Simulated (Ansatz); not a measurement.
# Boron, beta-Sn type under PBEsol: from relaxation to bulk modulus

Aim: take boron in the beta-Sn type structure, relax it, solve it on a dense k-mesh, then scale the cell to 7 volumes from 88 to 112 % of the relaxed one and try a fit of the equation of state. Spin polarisation is left out. The k-meshes are 17×17×12 for the relaxation; 32×32×18 for the dense run; 22×22×12 for the volumes.

Method: DFT PBEsol, plane waves (420 eV) with PAW, scalar-relativistic; PBE-made PAW files, in Ansatz 0.2.0.

### 1 The structure to begin with

The structure is tetragonal, space group I4_1/amd (No. 141). The conventional cell has a = 3.694 Å, b = 3.694 Å, c = 2.017 Å, α = 90.00°, β = 90.00°, γ = 90.00°. Around B (site symmetry -4m2) lie 6 B at 1.91 to 2.02 Å.

Coordinates:

```
B
1.0
    -1.84711    1.84711    1.00852
     1.84711   -1.84711    1.00852
     1.84711    1.84711   -1.00852
B
2
Direct
  0.00000 0.00000 0.00000
  0.75000 0.25000 0.50000
```

### 2 Relaxing cell and atoms

File input.yaml:

```yaml
crystal:
  lattice:
    - [-1.8471104345, 1.8471104345, 1.0085222972]
    - [1.8471104345, -1.8471104345, 1.0085222972]
    - [1.8471104345, 1.8471104345, -1.0085222972]
  atoms:
    - { symbol: B, position: [0.0, 0.0, 0.0] }
    - { symbol: B, position: [0.75, 0.25, 0.5] }
hamiltonian:
  xc: pbesol
  pseudopotentials:
    kind: paw
    azcp:
      B: "pseudopotentials/B.paw.azcp"
basis:
  ecutwfc: 420
  fft_grid_basis: typed
kpoints:
  mp_grid: { grid: [17, 17, 12], shift: [0, 0, 0] }
magnetization:
  spin_polarized: false
scf:
  occupations: { method: fermi_dirac, width: 0.1 }
relax:
  max_steps: 60
  f_tol: 0.01
  cell: {}
```

The runs that follow: The energy on a finer k-mesh; The cell scaled to 88 % of its volume; The cell scaled to 92 % of its volume; The cell scaled to 96 % of its volume; The cell scaled to 100 % of its volume; The cell scaled to 104 % of its volume; The cell scaled to 108 % of its volume; The cell scaled to 112 % of its volume.

What does the calculation give? Wanted: space group; conventional cell; volume; shortest distance; gap on the mesh; relative to alpha-rhombohedral; V₀, B₀, B₀′.

The runs gave:

```
                            quantity                                  value
      space group (spins left aside)                          Cmcm (No. 63)
                   conventional cell  a = 1.626 Å, b = 7.318 Å, c = 2.842 Å
                              volume                          8.453 Å³/atom
                   shortest distance                                1.626 Å
                     gap on the mesh           none (levels filled in part)
relative to alpha-rhombohedral (B12)                          +506 meV/atom
                         V₀, B₀, B₀′            8.452 Å³/atom, 195 GPa, 3.4
```

From the guessed start the volume grew by 22.8 % in 26 steps. What began as beta-Sn type has relaxed into Cmcm. What follows belongs to that structure, not to the type named at the start. The mesh has less symmetry than the lattice, which may have let the distortion in. It lies 506 meV/atom above the element's reference form at the same level (alpha-rhombohedral (B12), from a run of its own), so it is far from stable. Levels at the Fermi energy are filled in part, as in a metal. B₀ comes out at 195 GPa; letting shape and positions relax at each volume could only lower it.
